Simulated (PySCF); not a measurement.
# CuBr2: doublet, from a linear start

Aim: relax CuBr2 as a doublet from a linear start, check by its vibrations whether the end is a minimum, and collect its spectrum and constants.

Method: PBE0, basis Cu def2-TZVP, Br def2-TZVP, no relativity, density fitting; program: PySCF 2.14.0.

## (1) The system as given

3 atoms, charge 0, spin multiplicity 2.

Bond lengths: Cu1–Br2 2.260 Å, Cu1–Br3 2.260 Å. Angles: Br2–Cu1–Br3 180.0°.

Coordinates in bohr (charge 0 multiplicity 2):
```
Cu    0.0000    0.0000    0.0000
Br    0.0000    0.0000    4.2708
Br    0.0000    0.0000   -4.2708
```

## (2) First SCF at the start

The steps below are one call of a driver around PySCF. For each, scf.py gives the equivalent set-up of the SCF; relaxations use the driver's own optimiser. After this first run the driver tries any further starts and a stability analysis.

Contents of scf.py:

```python
from pyscf import gto, scf, dft
mol = gto.M(atom='''
Cu     0.000000     0.000000     0.000000
Br     0.000000     0.000000     2.260000
Br     0.000000     0.000000    -2.260000''',
    basis={'Cu': 'def2-TZVP', 'Br': 'def2-TZVP'},
    charge=0, spin=1)
mf = dft.UKS(mol, xc='PBE0')
mf.grids.atom_grid = (50, 194)
aux = {'Cu': 'def2-universal-JKFIT', 'Br': 'def2-universal-JKFIT'}
mf = mf.density_fit(auxbasis=aux)
mf.conv_tol = 1e-08
mf.diis_space = 10
mf.max_cycle = 60
mf.init_guess = 'minao'
mf.verbose = 4
mf.kernel()
```

Command:

```
> OMP_NUM_THREADS=4 python axn.py task.json out
```

Standard output:

```text
init E= -6785.66825809353
[... the frontier-level lines of each cycle are left out ...]
cycle= 1 E= -6786.03836416609  delta_E= -0.37  |g|= 3.21  |ddm|=  1.5
cycle= 2 E= -6778.68651727318  delta_E= 7.35  |g|= 6.42  |ddm|= 4.91
cycle= 3 E= -6787.68073468012  delta_E= -8.99  |g|= 1.46  |ddm|=  4.3
cycle= 4 E= -6787.89386429611  delta_E= -0.213  |g|= 0.617  |ddm|= 0.654
cycle= 5 E= -6788.05845631257  delta_E= -0.165  |g|= 0.0629  |ddm|= 0.539
cycle= 6 E= -6788.05651436831  delta_E= 0.00194  |g|= 0.183  |ddm|= 0.175
cycle= 7 E= -6788.06306077461  delta_E= -0.00655  |g|= 0.0957  |ddm|= 0.0592
cycle= 8 E= -6788.06577187332  delta_E= -0.00271  |g|= 0.0385  |ddm|= 0.0973
cycle= 9 E= -6788.06618696226  delta_E= -0.000415  |g|= 0.0091  |ddm|= 0.0382
cycle= 10 E= -6788.06620556949  delta_E= -1.86e-05  |g|= 0.000648  |ddm|= 0.00857
cycle= 11 E= -6788.06620600224  delta_E= -4.33e-07  |g|= 0.00038  |ddm|= 0.00189
cycle= 12 E= -6788.06620603376  delta_E= -3.15e-08  |g|= 4.97e-05  |ddm|= 0.000272
cycle= 13 E= -6788.06620603499  delta_E= -1.23e-09  |g|= 4.05e-06  |ddm|= 9.86e-05
Extra cycle  E= -6788.0662060351  delta_E= -1.08e-10  |g|= 3.45e-06  |ddm|= 2.16e-05
converged SCF energy = -6788.0662060351  <S^2> = 0.75615618  2S+1 = 2.0061467
```

This step, with its further starts and checks, needed 30 s of wall time on 4 threads of Arm Neoverse V1, shared host.

Energies from each starting density:

```csv
start,energy (Eh)
the minimal-basis guess,-6788.066206
a thermally smeared density,-6788.066207
a smeared PBE density,-6788.066206
```

The test of internal stability and the other starts found no lower solution of this spin.

## (3) Linear start, doublet: relaxation

The program finds D∞h symmetry in the start, which this walk keeps. The walk stops when the largest gradient is under 0.0003 Eh/bohr and the energy has settled too.

Edit scf.py of step 2 so:

```diff
@@ -15 +14,0 @@
-mf.init_guess = 'minao'
```

Energy and gradient, step by step:

```csv
step,energy (Eh),change (kJ/mol),largest symmetric gradient (Eh/bohr)
0,-6788.066206,0.00,0.01204
1,-6788.067197,-2.60,0.00631
2,-6788.067529,-3.47,0.00082
3,-6788.067534,-3.49,0.00006
```

The walk took 21 s.

It settles in D∞h symmetry, 3.5 kJ/mol below the start, after 3 steps: Cu–Br 2.204 Å (×2); Br–Cu–Br 180.0°.

## (4) Vibrations and properties at this point

On the finer grid the gradient is checked again; gradients at displacements of ±0.02 bohr then give force constants and infrared intensities.

Edit scf.py of step 3 so:

```diff
@@ -4,2 +4,2 @@
-Br     0.000000     0.000000     2.260000
-Br     0.000000     0.000000    -2.260000''',
+Br    -0.000000     0.000000     2.203907
+Br     0.000000    -0.000000    -2.203907''',
@@ -9 +9 @@
-mf.grids.atom_grid = (50, 194)
+mf.grids.atom_grid = (75, 302)
@@ -12 +12 @@
-mf.conv_tol = 1e-08
+mf.conv_tol = 1e-10
```

This SCF starts from the last density.

Log of the central SCF (cycles and frontier levels):

```text
init E= -6788.06735851019
[... the frontier-level lines of each cycle are left out ...]
cycle= 1 E= -6788.0673585102  delta_E= -1.36e-11  |g|= 5.84e-06  |ddm|= 1.51e-05
Extra cycle  E= -6788.06735851016  delta_E= 4.55e-11  |g|= 1.76e-05  |ddm|= 2.18e-05
converged SCF energy = -6788.06735851016  <S^2> = 0.75621199  2S+1 = 2.0062024
```

The whole step took 69 s.

Geometry: D∞h; Cu–Br 2.204 Å (×2); Br–Cu–Br 180.0°.

Harmonic modes (main isotopes):

| ω (cm⁻¹) | IR (km/mol) | μ (u) |
| --- | --- | --- |
| 52 | 3.9 | 66.79 |
| 89 | 2.9 | 66.79 |
| 210 | 0.0 | 78.92 |
| 385 | 29.5 | 66.79 |

No imaginary mode, so this is a minimum.

The SCF density has lower symmetry than the nuclear frame, so the modes carry no labels; pairs that should be degenerate can split.

Properties at this point:

```
Dipole moment                                                   : 0.00 D
Highest occupied level                                          : -8.31 eV
Lowest empty level                                              : -6.09 eV
Rotational constants                                            : 0.02199 cm⁻¹
Zero-point energy                                               : 4.4 kJ/mol
Principal polarisabilities                                      : 42.1, 42.3, 186.1 bohr³
Atomisation energy without zero-point energy                    : 523 kJ/mol
Principal traceless quadrupole moments about the centre of mass : -4.21, 0.87, 3.34 D Å
Entropy at 298.15 K and 1 bar (electronic part: spin only)      : 308.7 J/(mol K)
Heat capacity Cp at 298.15 K                                    : 59.5 J/(mol K)
Enthalpy at 298.15 K above 0 K                                  : 15.13 kJ/mol
Rotational symmetry number                                      : 2
Spin squared ⟨S²⟩                                               : 0.756
```

Populations by atom (charges in e):

| atom | Mulliken | Löwdin | polar tensor | spin (Mulliken) | Mayer order to Cu1 |
| --- | --- | --- | --- | --- | --- |
| Cu1 | 0.41 | -0.30 | 0.65 | 0.38 | – |
| Br2,3 | -0.20 | 0.15 | -0.33 | 0.31 | 1.08 |

Mulliken populations on Cu1: s 6.67, p 12.36, d 9.56, f 0.00.

## (5) Summary of results

| quantity | value |
| --- | --- |
| minimum | doublet, D∞h |
| geometry | Cu–Br 2.204 Å (×2); Br–Cu–Br 180.0° |
| wavenumbers (cm⁻¹) | 52, 89, 210, 385 |
| dipole moment | 0.00 D |
| highest occupied, lowest empty level (either spin) | -8.31, -6.09 eV |
| polar-tensor charge of Cu1 | +0.65 e |
| zero-point energy | 4.4 kJ/mol |
| entropy at 298.15 K | 308.7 J/(mol K) |
| atomisation energy (no zero-point energy) | 523 kJ/mol |
| ⟨S²⟩ | 0.756 |

In words: The linear start keeps its D∞h symmetry and ends in a minimum. The strongest infrared band lies at 385 cm⁻¹. The dipole vanishes although Cu1 carries +0.7 e by the polar tensor: the bond dipoles cancel. Other starts or spin states, not run here, may lie lower. The SCF density has lower symmetry than the nuclear frame. Open d and f shells are described by one determinant, and the ground state may have another occupation or spin.

The search up to here took 2 min.
